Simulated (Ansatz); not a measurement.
**Ta3Cu in Ansatz: the effect of functional**

Ta3Cu:

```
CELL_PARAMETERS angstrom
-2.03291 2.03291 4.26355
2.03291 -2.03291 4.26355
2.03291 2.03291 -4.26355
ATOMIC_POSITIONS crystal
Ta 0.50000 0.50000 0.00000
Ta 0.25000 0.75000 0.50000
Ta 0.75000 0.25000 0.50000
Cu 0.00000 0.00000 0.00000
```

The cell comes from a database or a generator and needn't be the stable form of this composition.

The cell isn't the ideal one: volume scaled by 1.04.

Alike in all runs:

```yaml
Program: Ansatz 0.2.0
Task: single point
Potentials_or_basis: Ansatz PAW
k_mesh: 9 × 9 × 9
Occupations: fermi-dirac, width 0.05 eV
Spin: no spin polarisation
```

```tsv
functional	cutoff	pressure (GPa)
LDA	420 eV (not typed: the program's choice for these potentials)	-17.1
r2SCAN	500 eV (not typed: the program's choice for these potentials)	?
PBE	420 eV (not typed: the program's choice for these potentials)	-6.2
```

Task: What does the run with functional r2SCAN give?

Result: Pressure -9.3 GPa.

Caveats: the PAW data sets come from PBE, with cores solved anew for the run's functional, which leaves a small shift of forces and pressure (some runs).
